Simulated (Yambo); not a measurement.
A run of Yambo 5.3.0:

File optics3.in:

```
optics
chi
Chimod= "IP"
% BndsRnXd
 1 | 33 |
%
% LongDrXd
 1 | 1 | 1 |
%
% QpntsRXd
 1 | 1 |
%
% EnRngeXd
 0 | 15 | eV
%
% DmRngeXd
 0.1 | 0.1 | eV
%
ETStpsXd= 150
```

File scf.in:

```
&CONTROL
  calculation = 'scf'
  prefix = 'pwscf'
  outdir = './tmp'
  pseudo_dir = './pseudo'
/
&SYSTEM
  ibrav = 0
  nat = 2
  ntyp = 2
  ecutwfc = 84
  nbnd = 14
  occupations = 'smearing'
  smearing = 'fd'
  degauss = 0.00367493
  force_symmorphic = .true.
/
&ELECTRONS
  conv_thr = 4d-10
  electron_maxstep = 120
  mixing_beta = 0.5
/
ATOMIC_SPECIES
Mg    24.3050 Mg.upf
O     15.9990 O.upf
CELL_PARAMETERS angstrom
   0.0000000000    2.0970013927    2.0970013927
   2.0970013927    0.0000000000    2.0970013927
   2.0970013927    2.0970013927    0.0000000000
ATOMIC_POSITIONS crystal
Mg     0.0000000000    0.0000000000    0.0000000000
O      0.5000000000    0.5000000000    0.5000000000
K_POINTS automatic
16 16 16 0 0 0
```

File nscf.in:

```
&CONTROL
  calculation = 'nscf'
  prefix = 'pwscf'
  outdir = './tmp'
  pseudo_dir = './pseudo'
/
&SYSTEM
  ibrav = 0
  nat = 2
  ntyp = 2
  ecutwfc = 84
  nbnd = 33
  occupations = 'fixed'
  force_symmorphic = .true.
/
&ELECTRONS
  conv_thr = 1d-08
  diago_full_acc = .true.
  diago_thr_init = 1d-06
/
ATOMIC_SPECIES
Mg    24.3050 Mg.upf
O     15.9990 O.upf
CELL_PARAMETERS angstrom
   0.0000000000    2.0970013927    2.0970013927
   2.0970013927    0.0000000000    2.0970013927
   2.0970013927    2.0970013927    0.0000000000
ATOMIC_POSITIONS crystal
Mg     0.0000000000    0.0000000000    0.0000000000
O      0.5000000000    0.5000000000    0.5000000000
K_POINTS automatic
16 16 16 0 0 0
```

Potentials or basis: PseudoDojo 0.4.1 SR PBEsol standard.

Command:

```console
$ OMP_NUM_THREADS=1 pw.x -in scf.in > scf.out
$ OMP_NUM_THREADS=1 pw.x -in nscf.in > nscf.out
$ cd tmp/pwscf.save; p2y; mv SAVE ../..; cd ../..
$ OMP_NUM_THREADS=1 yambo
$ OMP_NUM_THREADS=1 yambo -F optics3.in -J optics3 -C optics3_out
```

Hardware: 1 thread of AMD EPYC 7R43 64-Core Processor (Zen 3), on a shared host.

Estimate the wall time of this run.

Wall time 78 s on 1 thread of AMD EPYC 7R43 64-Core Processor (Zen 3), with other jobs on the host.
